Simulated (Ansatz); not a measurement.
# CrAuS2: the cost of one run

Program: Ansatz 0.2.0. Level of theory: DFT PBEsol+U (U = 2 eV, J = 0.9 eV on Cr d), plane waves, PAW, no spin–orbit coupling unless a run says so. These are calculated values, not measurements.

## (1) The system as given

It takes space group R-3m (No. 166, trigonal). The conventional cell has a = 3.541 Å, b = 3.541 Å, c = 21.324 Å, α = 90.00°, β = 90.00°, γ = 120.00°. Au (site symmetry -3m) has 2 S at 2.30 Å as nearest neighbours. Cr (site symmetry -3m) has 6 S at 2.40 Å as nearest neighbours. S (site symmetry 3m) has 1 Au at 2.30 Å and 3 Cr at 2.40 Å as nearest neighbours.

Structure file:

```
Au Cr S
1.0
     1.77062    1.02227    7.10803
    -1.77062    1.02227    7.10803
     0.00000   -2.04454    7.10803
Au Cr S
1 1 2
Cartesian
  0.0000 0.0000 0.0000
  0.0000 0.0000 10.6621
  0.0000 0.0000 19.0279
  0.0000 0.0000 2.2962
```

## (2) Ferromagnetic start, free, symmetry kept, no search

File input.yaml:

```yaml
crystal:
  lattice:
    - [1.77062114, 1.02226859, 7.10803421]
    - [-1.77062114, 1.02226859, 7.10803421]
    - [0.0, -2.04453718, 7.10803421]
  atoms:
    - { symbol: Au, position: [0.0, 0.0, 0.0] }
    - { symbol: Cr, position: [0.5, 0.5, 0.5], spin: 3.0 }
    - { symbol: S, position: [0.89231846, 0.89231846, 0.89231846] }
    - { symbol: S, position: [0.10768154, 0.10768154, 0.10768154] }
basis:
  ecutwfc: 420
  ecutrho_ratio: 4
kpoints:
  mp_grid: { grid: [6, 6, 6] }
hamiltonian:
  xc: pbesol
  hubbard: { sites: [{ site: 1, l: d, u: 2.0, j: 0.9 }] }
scf:
  occupations: { method: gaussian, width: 0.05 }
  lower_state_search: "off"
  max_iter: 150
output:
  forces: true
  stress: true
  eigenvalues: true
  populations: true
  hubbard: { sites: [{ site: 1, l: d }] }
magnetization:
  spin_polarized: true
```

On the command line:

```console
ansatz run input.yaml --threads 2 --pin off --max-ram 3072MiB --backend cpu --events-out ev --progress --plain --runs-dir out
```

What time and memory should one allow on 2 threads of Arm Neoverse N1, shared host?

About 15 s, with a peak of 0.49 GiB.
